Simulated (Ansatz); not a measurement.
The system is SnSe2.

```
Sn Se
1.0
     3.81100    0.00000    0.00000
    -1.90550    3.30042    0.00000
     0.00000    0.00000    6.13600
Sn Se
1 2
Direct
  0.00000 0.00000 0.00000
  0.66667 0.33333 0.75100
  0.33333 0.66667 0.24900
```

```yaml
Program: Ansatz 0.2.0
Task: relaxation of cell and atoms
Functional: RPBE
Potentials_or_basis: Ansatz PAW
Cutoff: "420 eV (not typed: the program's choice for these potentials)"
k_mesh: 8 × 8 × 5
Occupations: fermi-dirac, width 0.05 eV
Spin: no spin polarisation
```

At the start: volume 25.73 Å³/atom.

Where does the relaxation end?

It ends after 15 steps and the volume is 35.91 Å³/atom (+39.6 %); space group P-3m1 (No. 164, to 0.05 Å).

The path:
| step | energy change (eV) | largest force (eV/Å) | volume (Å³) |
| --- | --- | --- | --- |
| 1 | 0.0000 | 0.8323 | 77.18 |
| 2 | -0.0689 | 0.9719 | 86.54 |
| 3 | -0.1863 | 0.1147 | 92.62 |
| 4 | -0.2277 | 0.0610 | 91.33 |
| 5 | -0.2473 | 0.0526 | 92.81 |
| 6 | -0.2524 | 0.0464 | 95.09 |
| 7 | -0.2536 | 0.0032 | 96.60 |
| 8 | -0.2665 | 0.0009 | 96.60 |
| 9 | -0.2713 | 0.0112 | 98.49 |
| 10 | -0.2773 | 0.0209 | 102.51 |
| 11 | -0.2787 | 0.0118 | 104.22 |
| 12 | -0.2786 | 0.0647 | 108.50 |
| 13 | -0.2793 | 0.0011 | 108.13 |
| 14 | -0.2794 | 0.0001 | 107.72 |
| 15 | -0.2820 | 0.0015 | 107.72 |

Final structure:
```xyz
3
Lattice="3.9145 0.0000 0.0000 -1.9572 3.3900 0.0000 0.0000 0.0000 8.1172" Properties=species:S:1:pos:R:3 pbc="T T T"
Sn    0.0000    0.0000    0.0000
Se    1.9572    1.1300    6.5206
Se    0.0000    2.2600    1.5966
```

Caveat: the volume moved by over 15 % at a fixed basis, so the end points are rough; the plane-wave basis is chosen anew once the cell has moved, so the energies of steps on either side of that aren't comparable; this functional lacks dispersion, which binds the layers, so the pressure and a relaxed spacing across them are unreliable, and here the layers came unbound; the volume moved by +40 % from the deposited cell, more than functionals usually miss; the PAW data sets come from PBE, with cores solved anew for the run's functional, which leaves a small shift of forces and pressure.
